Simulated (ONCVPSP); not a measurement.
# Beryllium: generating and testing an ONCV potential

Do these settings give a usable potential? It is generated, then checked for transferability, scattering, ghosts and hardness.

The numbers are computed with ONCVPSP 4.0.1 (PBE, scalar-relativistic, spin-unpolarised reference atom).

## Step 1: Settings

Typed settings, in words:

```
element                 : beryllium (Be, Z = 4)
type                    : optimised norm-conserving Vanderbilt (ONCV)
frozen core             : [He]
valence charge          : 2
reference configuration : 2s2
partial waves           : 2s: rc 1.65 bohr, ncon 4, nbas 8, qcut 3.6 1/bohr, local; p scattering state at 0.11 Ha: rc 2.30 bohr, ncon 4, nbas 8, qcut 4.3 1/bohr, 2 projectors, debl 3.8 Ha; d scattering state at 0.15 Ha: rc 1.65 bohr, ncon 5, nbas 8, qcut 5 1/bohr, 2 projectors, debl 3.1 Ha
local potential         : the s channel
core correction         : polynomial model core, fcfact 0.25
```

## Step 2: The generation run

Input file Be.dat:

```
# ATOM AND REFERENCE CONFIGURATION
# atsym  z   nc   nv     iexc    psfile
  Be 4.00    1    1        4      upf
#
#   n    l    f
    1    0    2.00
    2    0    2.00
#
# PSEUDOPOTENTIAL AND OPTIMIZATION
# lmax
    2
#
#   l,   rc,      ep,       ncon, nbas, qcut
    0    1.65    0.00    4    8    3.60
    1    2.30    0.11    4    8    4.30
    2    1.65    0.15    5    8    5.00
#
# LOCAL POTENTIAL
# lloc, lpopt,  rc(5),   dvloc0
    0    5    1.65    0.00
#
# VANDERBILT-KLEINMAN-BYLANDER PROJECTORs
# l, nproj, debl
    0    0    3.50
    1    2    3.80
    2    2    3.10
#
# MODEL CORE CHARGE
# icmod, fcfact, rcfact
    1    0.25    0.00
#
# LOG DERIVATIVE ANALYSIS
# epsh1, epsh2, depsh
   -2.00    5.00    0.02
#
# OUTPUT GRID
# rlmax, drl
    6.00    0.01
#
# TEST CONFIGURATIONS
# ncnf
    4
# nvcnf
#   n    l    f
    1
    2    0    1.00
#
    1
    2    0    1.50
#
    2
    2    0    1.00
    2    1    1.00
#
    2
    2    0    0.00
    2    1    1.00
#
```

Run with:

```
oncvpsp.x < Be.dat > Be.out
```

Q: Predict the outcome of this session. Wanted: cutoffs for 1 and 0.1 mHa per electron, occupied waves; bound ghosts; GHOST(+) flags; largest test error; largest phase difference near zero energy, channels read; rms error of d²Exc/dn², without and with the model core; projector energies reset by the program.

As calculated:

| quantity | value |
| --- | --- |
| cutoffs for 1 and 0.1 mHa per electron, occupied waves | 5.8 Ha and 17 Ha |
| bound ghosts | none found |
| GHOST(+) flags | none at low energy |
| largest test error (AE − PS) | +10 meV, for 2s1 |
| largest phase difference near zero energy, channels read | 0.006 rad |
| rms error of d²Exc/dn², without and with the model core | 1.88 and 0.97 mHa |
| projector energies reset by the program | p: 0.050, 3.850 Ha |

What this shows: The worst unpolarised test, 2s1, is off by 10 meV on 9.6 eV; by total energies transferability rates as good. It counts as soft on the atom at that tolerance, with 5.8 Ha needed at the looser tolerance. The tighter tolerance needs 17 Ha, and converged work needs a cutoff nearer that. No bound ghost shows below the valence levels. Near zero energy the phases of the channels with partial waves agree within 0.006 rad. These are tests on the free atom; a crystal test is still owed.
